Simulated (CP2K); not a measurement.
**Two attempts at BBr3 (boron tribromide)**

Wanted: a single-point energy of BBr3 (boron tribromide), AM1.

The results are computed with CP2K 2026.2.

5 further runs of the same task are left out: 5 set aside as unsound or not needed.

### 1 The molecule

The species is BBr3 (4 atoms), meant as a singlet with charge 0. SMILES: `BrB(Br)Br`. The coordinates come from a GFN2-xTB relaxation.

Bond lengths: Br1–B2 1.878 Å, B2–Br3 1.878 Å, B2–Br4 1.878 Å. Angles: Br1–B2–Br3 120.0°, Br1–B2–Br4 120.0°, Br3–B2–Br4 120.0°.

### 2 Try one

Input file calc.inp:

```
&GLOBAL
  PROJECT calc
  RUN_TYPE ENERGY
  PRINT_LEVEL MEDIUM
&END GLOBAL

&FORCE_EVAL
  METHOD Quickstep
  &DFT
    &QUICKSTEP
      METHOD AM1
      EPS_DEFAULT 1.0E-10
      &SE
        &COULOMB
          CUTOFF [angstrom] 50
          RC_RANGE [angstrom] 0
        &END COULOMB
        &EXCHANGE
          CUTOFF [angstrom] 50
          RC_RANGE [angstrom] 0
        &END EXCHANGE
      &END SE
    &END QS
    &POISSON
      PERIODIC NONE
      POISSON_SOLVER ANALYTIC
    &END POISSON
    &SCF
      SCF_GUESS ATOMIC
      EPS_SCF 1.0E-06
      MAX_SCF 80
      ADDED_MOS 8
      &DIAGONALIZATION
        ALGORITHM STANDARD
      &END DIAGONALIZATION
      &MIXING
        METHOD DIRECT_P_MIXING
        ALPHA 0.4
      &END MIXING
    &END SCF
    &PRINT
      &MOMENTS
        PERIODIC F
        REFERENCE COM
        MAX_MOMENT 1
      &END MOMENTS
      &MO ON
        ENERGIES T
        OCCUPATION_NUMBERS T
        NDIGITS 6
        &EACH
          QS_SCF 0
        &END EACH
        ADD_LAST NUMERIC
      &END MO
      &HIRSHFELD OFF
      &END HIRSHFELD
    &END PRINT
  &END DFT
  &SUBSYS
    &CELL
      ABC 11.2 10.3 10
      PERIODIC NONE
    &END CELL
    &COORD
      Br    -1.526220    -0.932290     0.573420
      B     -0.000220     0.000700     0.000580
      Br     1.687540    -0.444770     0.693780
      Br    -0.161100     1.376360    -1.267780
    &END COORD
    &TOPOLOGY
      &CENTER_COORDINATES
      &END CENTER_COORDINATES
    &END TOPOLOGY
  &END SUBSYS
&END FORCE_EVAL
```

The run is started by

```bash
$ OMP_NUM_THREADS=1 cp2k.psmp -i calc.inp > calc.out 2>&1
```

What it wrote:

```text
Possible matches for unknown subsection

 QUICKSTEP

   keyword UKS in section %__ROOT__%FORCE_EVAL%DFT score:  104
   keyword MULTIP in section %__ROOT__%FORCE_EVAL%DFT score:  104
   keyword ROKS in section %__ROOT__%FORCE_EVAL%DFT score:  103
   enum MULLIKEN in section %__ROOT__%FORCE_EVAL%DFT for keyword PLUS_U_METHOD score:  103
   keyword SUBCELLS in section %__ROOT__%FORCE_EVAL%DFT score:  103

 *******************************************************************************
 *   ___                                                                       *
 *  /   \                                                                      *
 * [ABORT]                                                                     *
 *  \___/               unknown subsection QUICKSTEP of section DFT            *
 *    |                                                                        *
 *  O/|                                                                        *
 * /| |                                                                        *
 * / \                                               input/input_parsing.F:192 *
 *******************************************************************************

 ===== Routine Calling Stack =====

            4 section_vals_parse
            3 section_vals_parse
            2 section_vals_parse
            1 read_input
```

It took 1.1 s on 1 thread of Intel Xeon Platinum 8488C (Sapphire Rapids), shared host; peak memory 0.16 GiB.

### 3 What went wrong

The input was rejected.

The log says `\___/               unknown subsection QUICKSTEP of section DFT`. Cause: unknown section.

### 4 Try two

Input file mol.inp:

```
&FORCE_EVAL
  METHOD QUICKSTEP
  &DFT
    CHARGE 0
    MULTIPLICITY 1
    # Quickstep
    &QS
      METHOD AM1
      EPS_DEFAULT 1.0E-10
      &SE
        &COULOMB
          CUTOFF [angstrom] 50
          RC_RANGE [angstrom] 0
        &END COULOMB
        &EXCHANGE
          CUTOFF [angstrom] 50
          RC_RANGE [angstrom] 0
        &END EXCHANGE
      &END SE
    &END QS
    &POISSON
      PERIODIC NONE
      POISSON_SOLVER ANALYTIC
    &END POISSON
    # self-consistent field
    &SCF
      SCF_GUESS ATOMIC
      EPS_SCF 1.0E-06
      MAX_SCF 80
      ADDED_MOS 8
      &DIAGONALIZATION
        ALGORITHM STANDARD
      &END DIAGONALIZATION
      &MIXING
        METHOD DIRECT_P_MIXING
        ALPHA 0.4
      &END MIXING
    &END SCF
    # extra output
    &PRINT
      &MOMENTS
        PERIODIC F
        REFERENCE COM
        MAX_MOMENT 1
      &END MOMENTS
      &MO ON
        ENERGIES T
        OCCUPATION_NUMBERS T
        NDIGITS 6
        &EACH
          QS_SCF 0
        &END EACH
        ADD_LAST NUMERIC
      &END MO
      &HIRSHFELD OFF
      &END HIRSHFELD
    &END PRINT
  &END DFT
  &SUBSYS
    # box in angstrom
    &CELL
      ABC [angstrom] 11.2 10.3 10
      PERIODIC NONE
    &END CELL
    &COORD
      Br    -1.526220    -0.932290     0.573420
      B     -0.000220     0.000700     0.000580
      Br     1.687540    -0.444770     0.693780
      Br    -0.161100     1.376360    -1.267780
    &END COORD
    &TOPOLOGY
      &CENTER_COORDINATES
      &END CENTER_COORDINATES
    &END TOPOLOGY
  &END SUBSYS
&END FORCE_EVAL

&GLOBAL
  PROJECT mol
  RUN_TYPE ENERGY
  PRINT_LEVEL MEDIUM
&END GLOBAL
```

The run is started by

```bash
$ OMP_NUM_THREADS=1 cp2k.psmp -i mol.inp -o mol.out
```

What it wrote:

```text
CP2K| version string:                                       CP2K version 2026.2
[...]
 GLOBAL| Method name                                                        CP2K
[...]
 GLOBAL| Run type                                                         ENERGY
[...]
 *** WARNING in qs_environment.F:2210 :: More added MOs requested than     ***
 *** available. The full set of unoccupied MOs will be used. Use           ***
 *** 'ADDED_MOS -1' to always use all available MOs and to get rid of this ***
[...]
                             - Atoms:                                          4
[...]
                             - Spherical basis functions:                     16
[...]
 Number of electrons:                                                         24
[...]
     1 P_Mix/Diag. 0.40E+00    0.0     0.55331106       -39.1694468074 -3.92E+01
[...]
    17 DIIS/Diag.  0.12E-06    0.0     0.00000022       -41.6067247754 -1.01E-11
  *** SCF run converged in    17 steps ***
  Core-core repulsion energy [eV]:                           1045.83923540139517
  Core Hamiltonian energy [eV]:                             -1861.27665277486585
  Two-electron integral energy [eV]:                         -633.47828300809874
  Electronic energy [eV]:                                   -2178.01579427891556
  Total energy [eV]:                                        -1132.17655887752016
  Atomic reference energy [eV]:                              1130.02306864552725
  Heat of formation [kcal/mol]:                               -49.66066843500270
[...]
 SE_DIPOLE| Moment [Debye]          0.00095045      -0.00188478      -0.00065229
 SE_DIPOLE| Derivative [a.u.]       0.00000000       0.00000000       0.00000000
 ENERGY| Total FORCE_EVAL ( QS ) energy [hartree]            -41.606724775400721
[...]
```

It took 1.1 s on 1 thread of Intel Xeon Platinum 8488C (Sapphire Rapids), shared host; peak memory 0.18 GiB.

### 5 Results

At AM1:

| quantity | value |
| --- | --- |
| total energy | -41.60672 Eh |
| dipole moment | 0.00 D |
| HOMO energy | -11.30 eV |
| LUMO energy | -1.63 eV |
| HOMO–LUMO gap | 9.67 eV |
| heat of formation | -49.7 kcal/mol |
